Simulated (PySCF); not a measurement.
# C7H8O3: the cost of one run

Computed with PySCF 2.14.0 and routines of our own; the level stands in each step. Atoms count from 0.

### 1 The starting structure

18 atoms, charge 0, multiplicity 1; geometry from: GFN2-xTB.

### 2 Magnetic properties: GIAO PBE/pcSseg-1

Job settings and geometry (Å):

```
{"job": {"kind": "mag", "xc": "PBE", "basis": "pcSseg-1", "isotopologues": 0}, "charge": 0, "multiplicity": 1}
O      2.804342     0.085338     1.061548
C      2.779760    -0.530717     0.037453
O      1.722235    -0.921750    -0.658858
C      0.426634    -0.638617    -0.266167
C     -0.617644    -1.374388    -0.625901
C     -1.901168    -0.803088    -0.116448
C     -1.466066     0.348021     0.809839
C      0.027391     0.579975     0.533919
C      0.293133     1.825233    -0.283813
O     -0.534394     2.619770    -0.622626
H      3.679405    -0.879762    -0.497411
H     -0.573899    -2.268665    -1.220345
H     -2.491109    -1.553181     0.411339
H     -2.504397    -0.442120    -0.952524
H     -2.022766     1.261399     0.604840
H     -1.618930     0.078441     1.853289
H      0.629997     0.670231     1.443561
H      1.358719     1.950199    -0.556676
```

With the program's defaults for keys left out, this is: GIAO PBE/pcSseg-1 magnetisability, rotational g tensor and spin-rotation constants, non-relativistic, gas phase.

The run is started by

```
$ OMP_NUM_THREADS=1 python excited_run.py task.json out
```

The driver reads the jobs from task.json and runs them one after another.

Q: Estimate the wall time and peak memory of this first job on 1 thread of Arm Neoverse V2, shared host.

About 57 s, with a peak of 0.74 GiB.
